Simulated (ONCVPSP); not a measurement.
# An ONCV potential for Mg, from input to tests

Aim: build the potential from the settings below, then test how well it stands in for the atom: other configurations, scattering, ghost states and the plane-wave cutoff that it needs.

Program: ONCVPSP 4.0.1.1 (patched build). Reference atom: LDA (Perdew-Wang 92), scalar-relativistic, spherical and spin-unpolarised. All values are calculated.

## 1. The atom and the settings

Typed settings, in words:

```json
{
  "element": "magnesium (Mg, Z = 12)",
  "type": "optimised norm-conserving Vanderbilt (ONCV)",
  "frozen core": "[He] 2s2",
  "valence charge": "8",
  "reference configuration": "2p6 3s2",
  "partial waves": "3s: rc 2.45 bohr, ncon 3, nbas 6, qcut 2.2 1/bohr, 2 projectors, debl 1.9 Ha; 2p: rc 1.05 bohr, ncon 4, nbas 7, qcut 13.7 1/bohr, 3 projectors, debl 3.8 Ha; d scattering state at 0.42 Ha: rc 1.95 bohr, ncon 4, nbas 8, qcut 4.9 1/bohr, 1 projector",
  "local potential": "polynomial inside 0.85 bohr (lpopt 5, dvloc0 2 Ha)",
  "core correction": "Teter function, fcfact 6, rcfact 1.25"
}
```

The outer shells as boxes (Hund's rule for the drawing; the calculation is spin-unpolarised):

```
[He] core
2s [↑↓]
2p [↑↓][↑↓][↑↓]
3s [↑↓]
```

An earlier all-electron run gives the scale for the radii.

All-electron outer shells of the reference configuration (LDA (PZ), scalar-relativistic, ld1.x):

```
shell  level (eV)  outermost node (bohr)  outermost maximum (bohr)
   2s      -79.28                   0.18                      0.55
   2p      -46.72                      –                      0.48
   3s       -4.79                   0.90                      2.53
   3p       -1.38                   0.96                      3.50
```

## 2. Generation

Mg.dat

```
# ATOM AND REFERENCE CONFIGURATION
# atsym  z   nc   nv     iexc    psfile
  Mg 12.00    2    2  -001012      upf
#
#   n    l    f
    1    0    2.00
    2    0    2.00
    2    1    6.00
    3    0    2.00
#
# PSEUDOPOTENTIAL AND OPTIMIZATION
# lmax
    2
#
#   l,   rc,      ep,       ncon, nbas, qcut
    0    2.45    0.00    3    6    2.20
    1    1.05    0.00    4    7   13.70
    2    1.95    0.42    4    8    4.90
#
# LOCAL POTENTIAL
# lloc, lpopt,  rc(5),   dvloc0
    4    5    0.85    2.00
#
# VANDERBILT-KLEINMAN-BYLANDER PROJECTORs
# l, nproj, debl
    0    2    1.90
    1    3    3.80
    2    1    1.50
#
# MODEL CORE CHARGE
# icmod, fcfact, rcfact
    3    6.00    1.25
#
# LOG DERIVATIVE ANALYSIS
# epsh1, epsh2, depsh
   -3.00    5.00    0.02
#
# OUTPUT GRID
# rlmax, drl
    6.00    0.01
#
# TEST CONFIGURATIONS
# ncnf
    4
# nvcnf
#   n    l    f
    2
    2    1    6.00
    3    0    1.00
#
    2
    2    1    6.00
    3    0    0.00
#
    2
    2    1    6.00
    3    0    1.50
#
    3
    2    1    6.00
    3    0    0.00
    3    1    1.00
#
```

Started as:

```console
$ oncvpsp.x < Mg.dat > Mg.out
```

**Question.** What will these runs give? Wanted: cutoffs for 1 and 0.1 mHa per electron, occupied waves; bound ghosts; GHOST(+) flags; largest test error; largest phase difference near zero energy, channels read; rms error of d²Exc/dn², without and with the model core.

The runs gave:

| quantity | value |
| --- | --- |
| cutoffs for 1 and 0.1 mHa per electron, occupied waves | 70 Ha and 80 Ha |
| bound ghosts | none found |
| GHOST(+) flags | s at 49 eV |
| largest test error (AE − PS) | -23 meV, for 2p6 3s0 3p1 |
| largest phase difference near zero energy, channels read | 0.001 rad |
| rms error of d²Exc/dn², without and with the model core | 8.25 and 6.98 mHa |

**Reading.** By total energies transferability is good: the largest error is 23 meV on 12.5 eV, for 2p6 3s0 3p1. It counts as very hard, with 70 Ha needed at the looser tolerance. At the looser tolerance the 2p wave is the slowest; 3s needs 4 Ha. It is free of bound ghosts as far as tested. Near zero energy the phases of the channels with partial waves agree within 0.001 rad. The program also flags highly localised states, GHOST(+) (s).
